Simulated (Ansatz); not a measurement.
# Be2Ge: the cost of one run

Program: Ansatz 0.2.0. Level of theory: reference: DFT, HSE06, plane waves, PAW. These are calculated values, not measurements.

5 further runs of the same task are left out: 1 for a known fault of the program, 4 that didn't finish.

## Step 1: The starting structure

It takes space group Fm-3m (No. 225, cubic). The conventional cell has a = 5.357 Å, b = 5.357 Å, c = 5.357 Å, α = 90.00°, β = 90.00°, γ = 90.00°. Ge (site symmetry m-3m) is surrounded by 8 Be at 2.32 Å. Around Be (site symmetry -43m) lie 4 Ge at 2.32 Å.

Structure file:

```
CELL_PARAMETERS angstrom
0.00000 2.67830 2.67830
2.67830 0.00000 2.67830
2.67830 2.67830 0.00000
ATOMIC_POSITIONS crystal
Ge 0.00000 0.00000 0.00000
Be 0.25000 0.25000 0.25000
Be 0.75000 0.75000 0.75000
```

## Step 2: The reference run

input.yaml

```yaml
crystal:
  lattice:
    - [0.0, 2.6783040144, 2.6783040144]
    - [2.6783040144, 0.0, 2.6783040144]
    - [2.6783040144, 2.6783040144, 0.0]
  atoms:
    - { symbol: Ge, position: [0.0, 0.0, 0.0] }
    - { symbol: Be, position: [0.25, 0.25, 0.25] }
    - { symbol: Be, position: [0.75, 0.75, 0.75] }
kpoints:
  mp_grid: { grid: [4, 4, 4] }
hamiltonian:
  xc: hse06
scf:
  occupations: { method: fermi_dirac, width: 0.02 }
  n_extra_bands: 4
output:
  forces: true
  stress: true
  eigenvalues: true
  write_density: true
  write_potential: true
  elf: true
  volumetric_format: npy
```

On the command line:

```bash
> ansatz run input.yaml --threads 4 --pin off --max-ram 3686MiB --backend cpu --events-out ev --progress --plain --runs-dir out
```

**Question.** How long does this run take on 4 threads of an x86-64 CPU, shared host, and how much memory does it need?

About 14 s, with a peak of 0.59 GiB.
